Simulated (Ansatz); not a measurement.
The system is CsLiCr2Te2S3.

```xyz
9
Lattice="3.4216 -5.1807 0.0078 3.4216 5.1807 0.0078 -2.9041 0.0000 7.4309" Properties=species:S:1:pos:R:3 pbc="T T T"
Cs    0.6167    0.0000    0.0649
Li    2.4219    0.0000    4.1212
Cr    0.1728    2.1297    4.1498
Cr    0.1728   -2.1297    4.1498
Te    4.0786    1.5993    2.1688
Te    4.0786   -1.5993    2.1688
S     2.0049   -2.1476    5.4598
S     2.0049    2.1476    5.4598
S     0.0600    0.0000    3.5978
```

The cell was built by a generator and needn't be a form met in nature.

Base run:

```yaml
Program: Ansatz 0.2.0
Functional: r2SCAN
Potentials_or_basis: Ansatz PAW
Cutoff: "500 eV (not typed: the program's choice for these potentials)"
k_mesh: 5 × 5 × 4
Occupations: fermi-dirac, width 0.05 eV
Spin: collinear spin, ferromagnetic start
Starting_moments: "[0.0, 0.0, 3.0, 3.0, 0.0, 0.0, 0.0, 0.0, 0.0] μB"
```

Its results: band gap on the k mesh none (metal or under the smearing width); pressure 0.3 GPa; net moment 4.05 μB per cell; site moments Cs -0.00; Li -0.00; Cr +2.33; Te -0.23; S -0.10 μB; largest force 0.151 eV/Å.

Q: The run is repeated on the same cell with these changes: functional from r2SCAN to HSE03; cutoff from 500 eV (not typed: the program's choice for these potentials) to 420 eV (not typed: the program's choice for these potentials); k mesh from 5 × 5 × 4 to 2 × 2 × 2. What comes out?

A: Band gap on the k mesh none (metal or under the smearing width); pressure 1.1 GPa; net moment 4.02 μB per cell; site moments Cs -0.00; Li -0.00; Cr +2.56; Te -0.31; S -0.13, -0.14 μB; largest force 0.300 eV/Å.

Several settings changed at once, so the effect can't be laid on one alone.

Caveats: some runs use coarse meshes; the magnetic or orbital state may not be the lowest; only a ferromagnetic start was run, and an antiferromagnetic order may lie lower in energy; the PAW data sets come from PBE, with cores solved anew for the run's functional, which leaves a small shift of forces and pressure; spin-orbit coupling is left out, which moves the levels of the heavy elements (some runs); the thresholds are loose for stress (some runs).
